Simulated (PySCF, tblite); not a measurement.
# CH12O2Si5: geometry, infrared bands and NMR shifts

Aim: predict the infrared bands and NMR shifts of CH12O2Si5 (`[SiH3][Si]1([SiH3])O[SiH2]OC[SiH2]1`).

The runs use tblite 0.8.0 and PySCF 2.14.0, with density-fitted response routines of our own; the level of theory stands in each step. All values are computed, except where a source is named. Atoms are numbered from 0 throughout.

## (1) The molecule as given

20 atoms, charge 0, multiplicity 1; geometry from: force field or distance geometry start.

Bonds of the start (Å): Si0–Si1 2.23, Si1–Si2 2.23, Si1–O3 1.72, O3–Si4 1.71, Si4–O5 1.71, O5–C6 1.38, C6–Si7 1.86, Si7–Si1 2.21, Si0–H8 1.48, Si0–H9 1.47, Si0–H10 1.45, Si2–H11 1.48, Si2–H12 1.48, Si2–H13 1.47, Si4–H14 1.47, Si4–H15 1.49, C6–H16 1.12, C6–H17 1.12, Si7–H18 1.48, Si7–H19 1.46.

## (2) Optimising the geometry with GFN2-xTB

The job: settings as JSON, then the geometry in Å.

```
{"job": {"kind": "relax", "xc": "GFN2-xTB", "basis": "xTB"}, "charge": 0, "multiplicity": 1}
Si     1.410200     1.918200     0.222600
Si     0.795100    -0.220800     0.113100
Si     2.514900    -1.603500    -0.201000
O      0.095600    -0.598000     1.639300
Si    -1.470200     0.085600     1.708400
O     -2.525800    -0.742700     0.649900
C     -2.479900    -0.303400    -0.661200
Si    -0.782500    -0.376300    -1.419600
H      0.151600     2.666200     0.464300
H      1.931000     2.415200    -1.058000
H      2.326600     2.128900     1.332900
H      2.012800    -2.961300    -0.520700
H      3.209800    -1.726300     1.101100
H      3.418500    -1.101000    -1.241700
H     -1.345100     1.502800     1.336300
H     -1.937300     0.022800     3.117400
H     -2.941200     0.706500    -0.787500
H     -3.122900    -1.021500    -1.240200
H     -0.694900     0.787700    -2.321300
H     -0.571400    -1.568300    -2.237300
```

Run with:

```bash
$ OMP_NUM_THREADS=1 python probes_run.py task.json out
```

One launch serves the whole session: the jobs run in the order shown.

**Question.** This job is followed by: GFN2-xTB harmonic vibrations, gas phase; GIAO PBE0/pcSseg-1 NMR shielding, non-relativistic, gas phase. Predict these results of the whole session: strongest single infrared mode (GFN2-xTB); zero-point energy (GFN2-xTB); ¹³C shifts against TMS (PBE0/pcSseg-1); ¹H shifts against TMS (PBE0/pcSseg-1, means over atoms taken as alike); ²⁹Si shifts against TMS (PBE0/pcSseg-1, means over atoms taken as alike); ¹⁷O shifts against H2O (PBE0/pcSseg-1).

As calculated:

```
                                                                quantity                           value
                               strongest single infrared mode (GFN2-xTB)           755 cm⁻¹, 1077 km/mol
                                            zero-point energy (GFN2-xTB)                   73.4 kcal/mol
                                  ¹³C shifts against TMS (PBE0/pcSseg-1)                        54.9 ppm
  ¹H shifts against TMS (PBE0/pcSseg-1, means over atoms taken as alike)      4.69, 4.55, 4.08, 3.74 ppm
²⁹Si shifts against TMS (PBE0/pcSseg-1, means over atoms taken as alike)  -4.0, -39.6, -84.0, -110.7 ppm
                                  ¹⁷O shifts against H2O (PBE0/pcSseg-1)                  27.6, 15.1 ppm
```

What this shows: Over 120 steps the energy fell by 1.500 eV; of the close pairs, Si1–Si7 changed most, 2.205 to 2.352 Å. No mode is imaginary among the 54: a minimum at this level. The strongest single mode, at 755 cm⁻¹, is spread over several atoms, H12, H13, H11, H10 among them. GFN2-xTB is a fitted tight-binding method: band positions and strengths are rough. Its intensities can rank the bands wrongly. At PBE0/pcSseg-1: The largest span, 196 ppm, is at Si1, where the paramagnetic term is -528 ppm.
